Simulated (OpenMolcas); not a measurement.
# Hf²⁺ among point charges: CASSCF levels and susceptibility

Aim: the splitting of the states of Hf²⁺ in the field of 6 point charges, its lowest levels with spin-orbit coupling and its magnetic susceptibility.

Program: OpenMolcas 26.06. Level of theory: state-averaged CASSCF, spin-orbit coupling by RASSI with atomic mean-field integrals. These are calculated values, not measurements, unless marked.

1 further run of the same task is left out (it didn't finish).

### Step 1. The system

```
Species                           : Hf²⁺ (hafnium, Z = 72, 70 electrons)
Basis                             : ANO-RCC-VTZP [8s7p5d3f2g1h], 104 functions
Scalar Hamiltonian                : DKH2, point nucleus
Inactive shells                   : 1s 2s 2p 3s 3p 3d 4s 4p 4d 4f 5s 5p
Active space                      : 2 electrons in 5 orbitals (5d)
Some configurations of this space : 5d²
Orbitals                          : optimised for each spin and parity, averaged over all roots
```

Outer shells as boxes (Hund's rule):

5d2
```
5d [↑ ][↑ ][  ][  ][  ]
```

The ion sits among 6 point charges of -1.1 e arranged as a trigonal prism (D3h), 2.08 Å from the ion, with a polar angle of 57.9° against the regular 49.1°. The active orbitals were held to one l.

The work runs as a chain of OpenMolcas steps in one folder; each step below is one input file. Labels, J, g values, rates, χT and fits are worked out afterwards by a script from the matrices that RASSI stores.

### Step 2. Basis and integrals

The input, a.inp:

```
&GATEWAY
Coord
1

Hf 0.0 0.0 0.0
Basis=ANO-RCC-VTZP
Group=NoSym
NoMove
AngMom=0.0 0.0 0.0
AMFI
XField
6 Angstrom 0
1.762746 0.000000 1.104140 -1.100000
-0.881373 1.526583 1.104140 -1.100000
-0.881373 -1.526583 1.104140 -1.100000
1.762746 0.000000 -1.104140 -1.100000
-0.881373 1.526583 -1.104140 -1.100000
-0.881373 -1.526583 -1.104140 -1.100000
&SEWARD
```

The run is started by

```
$ OMP_NUM_THREADS=1 MOLCAS_MEM=1689 MOLCAS_PROJECT=a pymolcas a.inp > a.log
```

Log:

```text
Basis set label: HF.ANO-RCC...8S7P5D3F2G1H.

      Electronic valence basis set:
      ------------------
      Associated Effective Charge  72.000000 au
      Associated Actual Charge     72.000000 au
      Nuclear Model: Point charge

      Shell  nPrim  nBasis  Cartesian Spherical Contaminant
         s      24       8        X
         p      21       7        X
         d      15       5                 X
         f      11       3                 X
         g       4       2                 X
         h       2       1                 X
                  Relativistic Douglas-Kroll-Hess integrals:
                    - DKH order of Hamiltonian: 2
                    - DKH order of Properties : 0
                  Atomic mean-field integrals
```

### Step 3. CASSCF: triplets, 10 roots

The input, a.inp:

```
&RASSCF
FileOrb=start.orb
Symmetry=1
Spin=3
nActEl=2 0 0
Inactive=34
Ras2=5
CIRoot=10 10 1
SDav=10
CIMx=300
Iter=120 100
PrWF=0.3
OrbListing=Nothing
MaxOrb=0
SupSym
1
25 10 11 12 13 14 19 20 21 22 23 35 36 37 38 39 52 53 54 55 56 57 58 59
60 61
>>> COPY $Project.JobIph JOB001
```

The run is started by

```
$ OMP_NUM_THREADS=1 MOLCAS_MEM=1689 MOLCAS_PROJECT=a pymolcas a.inp > a.log
```

start.orb holds the contracted functions of the basis, ordered by shell, or the orbitals of the step before.

Log, shortened:

```text
[...]
      Number of active orbitals                  5
[...]
      Spin quantum number                      1.0
[...]
      Active orbitals                            5
[...]
      Number of CSFs                            10
      Number of root(s) required                10
[...]
      Convergence after 10 iterations
[...]
      Natural orbitals and occupation numbers for root  1
      sym 1:   1.000000   0.000000   1.000000   0.000000   0.000000
      Natural orbitals and occupation numbers for root  2
      sym 1:  -0.000000  -0.000000   1.000000   0.000000   1.000000
      Natural orbitals and occupation numbers for root  3
      sym 1:   0.042179   0.957821   0.957821   0.042179   0.000000
::    RASSCF root number  1 Total energy: -15066.73900000
::    RASSCF root number  2 Total energy: -15066.73899999
::    RASSCF root number  3 Total energy: -15066.71938428
[...]
::    RASSCF root number  7 Total energy: -15066.67406606
::    RASSCF root number  8 Total energy: -15066.65642951
::    RASSCF root number  9 Total energy: -15066.65642950
::    RASSCF root number 10 Total energy: -15066.64207017
```

### Step 4. CASSCF: singlets, 15 roots

The input, a.inp:

```
&RASSCF
FileOrb=start.orb
Symmetry=1
Spin=1
nActEl=2 0 0
Inactive=34
Ras2=5
CIRoot=15 15 1
SDav=15
CIMx=300
Iter=120 100
PrWF=0.3
OrbListing=Nothing
MaxOrb=0
SupSym
1
25 10 11 12 13 14 19 20 21 22 23 35 36 37 38 39 52 53 54 55 56 57 58 59
60 61
>>> COPY $Project.JobIph JOB002
```

Log, shortened:

```text
[...]
      Number of active orbitals                  5
[...]
      Spin quantum number                      0.0
[...]
      Active orbitals                            5
[...]
      Number of CSFs                            15
      Number of root(s) required                15
[...]
      Convergence after 10 iterations
[...]
      Natural orbitals and occupation numbers for root  1
      sym 1:   0.003524   0.026077   1.940797   0.026077   0.003524
      Natural orbitals and occupation numbers for root  2
      sym 1:   0.010603  -0.000000   0.989397   0.989397   0.010603
      Natural orbitals and occupation numbers for root  3
      sym 1:   0.010603   0.989397   0.989397   0.000000   0.010603
::    RASSCF root number  1 Total energy: -15066.74840718
::    RASSCF root number  2 Total energy: -15066.70499205
::    RASSCF root number  3 Total energy: -15066.70499204
[...]
::    RASSCF root number 12 Total energy: -15066.62819062
::    RASSCF root number 13 Total energy: -15066.62752291
::    RASSCF root number 14 Total energy: -15066.62752291
::    RASSCF root number 15 Total energy: -15066.56665584
```

### Step 5. State interaction with spin-orbit coupling

The input, a.inp:

```
&RASSI
NrOfJobIphs=2 10 15
1 2 3 4 5 6 7 8 9 10
1 2 3 4 5 6 7 8 9 10 11 12 13 14 15
IphNames
JOB001
JOB002
EJob
SpinOrbit
DIPRint=1.0
SOCoupling=1000.0
Subsets=2
Property=9
'ANGMOM' 1 'ANGMOM' 2 'ANGMOM' 3 'MLTPL  1' 1 'MLTPL  1' 2 'MLTPL  1' 3
'AMFI' 1 'AMFI' 2 'AMFI' 3
SOProperty=3
'ANGMOM' 1 'ANGMOM' 2 'ANGMOM' 3
```

Log, shortened:

```text
SPIN-FREE ENERGIES:
  (Shifted by EMIN (a.u.) =     -15066.7484071814)
 SF State       Relative EMIN(au)   Rel lowest level(eV)    D:o, cm**(-1)      L_eff
    11             0.0000000000        0.0000000000              0.0000         3.0
     1             0.0094071788        0.2559823762           2064.6371         3.0
     2             0.0094071885        0.2559826400           2064.6392         3.0
     3             0.0290229043        0.7897534599           6369.7912         2.5
     4             0.0290229082        0.7897535637           6369.7921         2.5
    12             0.0434151276        1.1813858073           9528.5191         2.8
    13             0.0434151375        1.1813860751           9528.5213         2.8
    14             0.0553994808        1.5074966702          12158.7806         3.6
    15             0.0553994820        1.5074967027          12158.7809         3.6
     5             0.0714728979        1.9448766301          15686.4879         3.0
[...]
Eigenvalues of complex Hamiltonian:
   -----------------------------------
  (Shifted by EMIN (a.u.) =     -15066.7484071814)
 SO State       Relative EMIN(au)   Rel lowest level(eV)    D:o, cm**(-1)     J-value
     1            -0.0037672201        0.0000000000              0.0000         2.9
     2             0.0001815172        0.1074506156            866.6477         2.2
     3             0.0001815176        0.1074506256            866.6477         2.2
     4             0.0054883486        0.2518568552           2031.3625         2.2
     5             0.0054883569        0.2518570814           2031.3644         2.2
     6             0.0155027340        0.5243621635           4229.2661         2.4
     7             0.0155027340        0.5243621635           4229.2661         2.4
     8             0.0254147601        0.7940821337           6404.7043         2.5
     9             0.0269258360        0.8352006041           6736.3472         2.3
    10             0.0290206141        0.8922024207           7196.0978         2.8
    11             0.0290206174        0.8922025091           7196.0985         2.8
[...]
```

These steps took 16 s in all on 1 thread of Arm Neoverse V1, shared host.

States without spin-orbit coupling:

| state | degeneracy | E (cm-1) | free-ion L (%) |
| --- | --- | --- | --- |
| 1A1 | 1 | 0 | G (51) |
| 3E | 2 | 2065 | F (100) |
| 3E | 2 | 6370 | F (69) |
| 1E | 2 | 9529 | D (67) |
| 1E | 2 | 12159 | G (77) |
| triplet | 2 | 15686 | F (100) |
| 3A2 | 1 | 16316 | F (98) |
| 3E | 2 | 20187 | P (69) |
| 1E | 2 | 23331 | D (77) |
| 3A2 | 1 | 23338 | P (98) |
| 1A1 | 1 | 23875 | D (59) |
| 1E | 2 | 24884 | G (100) |
| singlet | 2 | 26384 | G (100) |
| 1E | 2 | 26531 | G (67) |
| 1A1 | 1 | 39890 | S (88) |

With spin-orbit coupling:

```json
{"E (cm-1)": "0.0", "Degeneracy": "1", "Label": "A1", "2S+1": "1", "g": ""}
{"E (cm-1)": "866.6", "Degeneracy": "2", "Label": "E", "2S+1": "3", "g": "0.00 0.00 0.12"}
{"E (cm-1)": "2031", "Degeneracy": "2", "Label": "E", "2S+1": "3", "g": "0.00 0.00 4.10"}
{"E (cm-1)": "4229", "Degeneracy": "2", "Label": "", "2S+1": "3", "g": "0.00 0.00 7.98"}
{"E (cm-1)": "6405", "Degeneracy": "1", "Label": "A2", "2S+1": "3", "g": ""}
{"E (cm-1)": "6736", "Degeneracy": "1", "Label": "A1", "2S+1": "3", "g": ""}
{"E (cm-1)": "7196", "Degeneracy": "2", "Label": "E", "2S+1": "3", "g": "0.00 0.00 1.94"}
{"E (cm-1)": "8135", "Degeneracy": "2", "Label": "E", "2S+1": "3", "g": "0.00 0.00 5.75"}
{"E (cm-1)": "10259", "Degeneracy": "2", "Label": "E", "2S+1": "1", "g": "0.00 0.00 4.02"}
{"E (cm-1)": "12811", "Degeneracy": "2", "Label": "E", "2S+1": "1", "g": "0.00 0.00 2.12"}
{"E (cm-1)": "14512", "Degeneracy": "2", "Label": "E", "2S+1": "3", "g": "0.00 0.00 2.18"}
{"E (cm-1)": "16200", "Degeneracy": "1", "Label": "A1", "2S+1": "3", "g": ""}
{"E (cm-1)": "16568", "Degeneracy": "2", "Label": "", "2S+1": "3", "g": "0.00 0.00 6.02"}
{"E (cm-1)": "17221", "Degeneracy": "2", "Label": "E", "2S+1": "3", "g": "0.00 0.00 3.63"}
{"E (cm-1)": "18495", "Degeneracy": "2", "Label": "E", "2S+1": "3", "g": "0.00 0.00 9.92"}
{"E (cm-1)": "20302", "Degeneracy": "1", "Label": "A2", "2S+1": "3", "g": ""}
{"E (cm-1)": "20380", "Degeneracy": "2", "Label": "E", "2S+1": "3", "g": "0.00 0.00 2.21"}
{"E (cm-1)": "20604", "Degeneracy": "1", "Label": "A1", "2S+1": "3", "g": ""}
{"E (cm-1)": "21948", "Degeneracy": "2", "Label": "E", "2S+1": "3", "g": "0.00 0.00 5.96"}
{"E (cm-1)": "23255", "Degeneracy": "1", "Label": "A1", "2S+1": "3", "g": ""}
{"E (cm-1)": "23264", "Degeneracy": "2", "Label": "E", "2S+1": "3", "g": "0.00 0.00 3.32"}
{"E (cm-1)": "26033", "Degeneracy": "2", "Label": "E", "2S+1": "1", "g": "0.00 0.00 8.09"}
{"E (cm-1)": "26177", "Degeneracy": "1", "Label": "A1", "2S+1": "1", "g": ""}
{"E (cm-1)": "26310", "Degeneracy": "2", "Label": "E", "2S+1": "1", "g": "0.00 0.00 2.66"}
```

Labels of spin-orbit levels are those of the rotation subgroup (D3 for D3h). Principal g values are given for doublets only; a zero marks a field direction without first-order Zeeman splitting.

Powder χT (cm³ K/mol): 0.00 at 2 K, 0.00 at 5 K, 0.00 at 10 K, 0.01 at 20 K, 0.01 at 50 K, 0.03 at 100 K, 0.04 at 150 K, 0.06 at 200 K, 0.07 at 250 K, 0.09 at 300 K.

### Step 6. Summary of results

```
                                            quantity                            value
                                              method                           CASSCF
                              spin-free ground state  1A1, 1-fold in its orbital part
first state of the same spin within the active space                  1E at 9530 cm⁻¹
                                        lowest level                        1-fold A1
                                          next level                       866.6 cm⁻¹
                                         χT at 300 K                   0.09 cm³ K/mol
                           effective moment at 300 K                          0.83 μB
```

**Reading.** The spin-free ground state (1A1) comes to 51 % from free-ion G terms and has less than the highest spin computed. The field of point charges can differ much from that of real complexes. Point charges carry no covalency, so the field is a model and not that of real ligands.
